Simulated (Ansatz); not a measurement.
# TaCl (triplet): from Hartree-Fock to the top rungs, def2-TZVPP

One table from this session's results is given with a row withheld; the runs are named, their logs left out.

The runs use Ansatz 0.2.0, Gaussian basis; def2-TZVPP, core rule «outside noble gas», up to 9 orbitals frozen.

Plan: UHF; ROHF; CCSD(T) on UHF.

2 further runs of the same task are left out: 2 set aside as unsound or not needed.

### The geometry

The geometry is a PBE0/def2-TZVP stationary point (not a proven minimum) of the parent state, kept for this charge and spin. No spin-orbit coupling is included. Elements past krypton take def2 core potentials.

2 atoms, charge 0, spin multiplicity 3.

Atoms are counted from 1 here; the program's logs count them from 0.

Bond lengths: Ta1–Cl2 2.208 Å.

Coordinates:

```xyz
2
ClTa
Ta    0.0000    0.0000    0.0000
Cl    0.0000    0.0000    2.2084
```

The first run:

in.yaml reads:

```yaml
crystal:
  periodic: [false, false, false]
  atoms:
    - {symbol: Ta, position_ang: [0.000000, 0.000000, 0.000000]}
    - {symbol: Cl, position_ang: [0.000000, 0.000000, 2.208400]}
basis:
  gaussian: {orbitals: def2-TZVPP}
magnetization: {spin_polarized: true, initial_magnetization: 2}
hamiltonian: {xc: hf}
output: {orbitals: {seedname: orbitals}}
```

Run with:

```bash
$ ansatz run in.yaml --threads 1 --pin off --events-out ev --progress --plain --max-ram 4096MiB --backend cpu
```

Steps of the session up to this table: UHF; ROHF; CCSD(T) on UHF.

One of the session's tables, all rows but one given; the rest of the session is left out.

```
  method  from UCCSD(T) (kcal/mol)
    ROHF                   +208.09
     UHF                   +196.52
    UMP2                    +30.60
   UCCSD                         ?
UCCSD(T)                         0
```

Estimate the missing values for UCCSD.

The run gave: from UCCSD(T) (kcal/mol): +10.29. In the column «from UCCSD(T) (kcal/mol)» it lies between UCCSD(T) (0) and UMP2 (+30.60).

To keep in mind: The determinant is far from a pure spin state, so its energy mixes those of several spin states (harmless only where they are near-degenerate, as at dissociation).
